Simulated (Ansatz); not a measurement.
# H₇N₃OSi: how energies converge with the basis set

One table from this session's results is given with a row withheld; the runs are named, their logs left out.

Computed with Ansatz 0.2.0, Gaussian basis. Level: one geometry, several basis sets.

Plan: PBE0-D4/def2-SVP; ωB97M-V/def2-SVP; PBE0-D4/def2-QZVPP; ωB97M-V/def2-QZVPP; the functionals' def2-TZVPP values are taken from earlier runs.

## Structure used throughout

An earlier PBE0-D4 in a triple-zeta def2 set relaxation fixed the geometry.

SMILES `N[Si](N)(N)O`, 12 atoms, charge 0, spin multiplicity 1.

Atoms are counted from 1 here; the program's logs count them from 0.

Bond lengths: N1–Si2 1.706 Å, N1–H6 1.006 Å, N1–H7 1.006 Å, Si2–N3 1.706 Å, Si2–N4 1.720 Å, Si2–O5 1.651 Å, N3–H8 1.005 Å, N3–H9 1.005 Å, N4–H10 1.007 Å, N4–H11 1.007 Å, O5–H12 0.958 Å. Angles: Si2–N1–H6 119.9°, Si2–N1–H7 121.1°, H6–N1–H7 112.1°, N1–Si2–N3 105.4°, N1–Si2–N4 102.9°, N1–Si2–O5 120.7°, N3–Si2–N4 123.3°, N3–Si2–O5 101.0°, N4–Si2–O5 105.1°, Si2–N3–H8 121.7°, Si2–N3–H9 120.3°, H8–N3–H9 112.4°, Si2–N4–H10 119.1°, Si2–N4–H11 119.3°, H10–N4–H11 110.6°, Si2–O5–H12 114.8°.

Set-up of the first run:

The input, in.yaml:

```yaml
crystal:
  periodic: [false, false, false]
  atoms:
    - {symbol: N, position_ang: [-0.804956, 1.399737, -0.228383]}
    - {symbol: Si, position_ang: [0.117968, 0.016612, 0.152765]}
    - {symbol: N, position_ang: [-0.895555, -0.951207, 1.125022]}
    - {symbol: N, position_ang: [0.710371, -0.483340, -1.382851]}
    - {symbol: O, position_ang: [1.455374, 0.134642, 1.113213]}
    - {symbol: H, position_ang: [-1.378012, 1.830607, 0.477305]}
    - {symbol: H, position_ang: [-0.487183, 2.063116, -0.914470]}
    - {symbol: H, position_ang: [-1.813965, -1.223763, 0.821803]}
    - {symbol: H, position_ang: [-0.498765, -1.602379, 1.780337]}
    - {symbol: H, position_ang: [0.076739, -0.514028, -2.165525]}
    - {symbol: H, position_ang: [1.371568, -1.241813, -1.432927]}
    - {symbol: H, position_ang: [2.223418, 0.516815, 0.687611]}
basis:
  gaussian: {orbitals: def2-SVP}
hamiltonian: {xc: pbe0, dispersion: d4}
output: {orbitals: {seedname: orbitals}}
```

Command:

```console
> ansatz run in.yaml --threads 4 --pin off --events-out ev --progress --plain --max-ram 10444MiB
```

Steps of the session up to this table: PBE0-D4 in def2-SVP; ωB97M-V in def2-SVP; PBE0-D4 in def2-QZVPP; ωB97M-V in def2-QZVPP.

One table of the session follows, with a row left open; its other results are not shown here.

| functional | basis | HOMO (eV) | LUMO (eV) |
| --- | --- | --- | --- |
| PBE0-D4 | def2-SVP | -6.45 | 1.59 |
| PBE0-D4 | def2-TZVPP | -6.82 | 0.78 |
| PBE0-D4 | def2-QZVPP | -6.89 | 0.32 |
| ωB97M-V | def2-SVP | ? | ? |
| ωB97M-V | def2-TZVPP | -9.21 | 2.15 |
| ωB97M-V | def2-QZVPP | -9.29 | 1.47 |

**Question.** Estimate the row for ωB97M-V, def2-SVP.

**Answer.** HOMO (eV): -8.85; LUMO (eV): 3.17. In the column «HOMO (eV)» it lies between ωB97M-V, def2-TZVPP (-9.21) and PBE0-D4, def2-QZVPP (-6.89).
